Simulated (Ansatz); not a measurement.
TaN, space group P6/mmm: a convergence test of the plane-wave cutoff, run with the Python package of Ansatz (0.2.0).

The script, `tan_ecut.py`:
```python
"""Convergence of TaN with the plane-wave cutoff."""

import ansatz as az


def main() -> None:
    lattice = az.Lattice.of(
        [5.191, 0.0, 0.0],
        [-2.5955, 4.495538, 0.0],
        [0.0, 0.0, 2.908],
    )
    sites = [
        ("Ta", [0.0, 0.0, 0.0]),
        ("Ta", [1 / 3, 2 / 3, 0.5]),
        ("Ta", [2 / 3, 1 / 3, 0.5]),
        ("N", [0.5, 0.0, 0.0]),
        ("N", [0.5, 0.5, 0.0]),
        ("N", [0.0, 0.5, 0.0]),
    ]
    xtal = az.Crystal(lattice=lattice)
    for symbol, position in sites:
        xtal = xtal.atom(symbol, position)

    calc = (
        xtal.calculation()
        .functional(az.Functional.PBESOL)
        .kpoints(5, 5, 7)  # the mesh must be finer for metals
        .occupations("methfessel_paxton")  # fractional filling near the Fermi level
        .forces()
        .stress()  # positive in compression
    )

    rows = []
    for value in [250, 325, 400, 475, 550]:
        data = calc.basis(value).run(threads=1, pin="off").report
        rows.append((value, data["free_energy_ev"] / len(data["lattice"]["sites"]), data["n_iterations"], sum(data["stress_gpa"][i][i] for i in range(3)) / 3, max(abs(f) for row in data["forces_ev_ang"] for f in row), data["n_pw"]))

    print(" cutoff (eV)   F/atom (eV)    iterations       P (GPa)  max component (eV/A)   plane waves")
    for row in rows:
        print(f"{str(row[0]):>12s}  {row[1]:12.5f}  {row[2]:12d}  {row[3]:12.3f}  {row[4]:20.4f}  {row[5]:12d}")

    # the last row is the reference
    for row in rows[:-1]:
        shift = 1000 * (row[1] - rows[-1][1])
        print(f"{row[0]}: {shift:+.2f} meV/atom" + ("  (within 1 meV)" if abs(shift) < 1 else ""))


if __name__ == "__main__":
    main()
```

From which cutoff on is the energy per atom within 1 meV of the last row, and how does it get there?

From 475 eV on it stays within 1 meV an atom of the value at 550 eV; the first row (250 eV) is off by 548.2 meV and the last but one by 0.22 meV. The energy falls steadily, as expected when plane waves are added. The pressure moves from 0.48 to 0.92 GPa (the program's stress holds a Pulay correction, so it settles early).

What the script printed:

```console
$ python tan_ecut.py
DeckWarning: basis.ecutwfc = 250 eV is below the records' recommended 420 eV, and the density's cutoff is lower with it unless basis.ecutrho_ratio is high enough to keep the records' density cutoff: compare with a run at a higher cutoff
DeckWarning: basis.ecutwfc = 325 eV is below the records' recommended 420 eV, and the density's cutoff is lower with it unless basis.ecutrho_ratio is high enough to keep the records' density cutoff: compare with a run at a higher cutoff
DeckWarning: basis.ecutwfc = 400 eV is below the records' recommended 420 eV, and the density's cutoff is lower with it unless basis.ecutrho_ratio is high enough to keep the records' density cutoff: compare with a run at a higher cutoff
 cutoff (eV)   F/atom (eV)    iterations       P (GPa)  max component (eV/A)   plane waves
         250   -5092.83423             7         0.485                0.0000           619
         325   -5093.31118             7         0.853                0.0000           915
         400   -5093.37622             7         0.903                0.0000          1251
         475   -5093.38220             7         0.917                0.0000          1601
         550   -5093.38242             7         0.915                0.0000          2003
250: +548.19 meV/atom
325: +71.24 meV/atom
400: +6.20 meV/atom
475: +0.22 meV/atom  (within 1 meV)
```
(Warnings from the package without file and line.)

What to keep in mind:
- Spin is left out of this run.
- For a metal this k-point mesh is coarse: on a finer one energies can move by several to tens of meV an atom and pressures by half a GPa or more, differences at one mesh by less.
- Forces vanish by symmetry here and test nothing.
- Pressure is positive in compression.
- Spin-orbit coupling, which matters for elements this heavy, is left out.
- The starting cell is as deposited in a crystallographic database; the results hold for this polymorph, which needn't be the stable one.
- Shifts are counted from the last row, which is itself no proven limit.
- Timing: 12 s on 1 thread of Intel(R) Xeon(R) Processor @ 2.30GHz (shared host), peak memory 0.55 GiB.
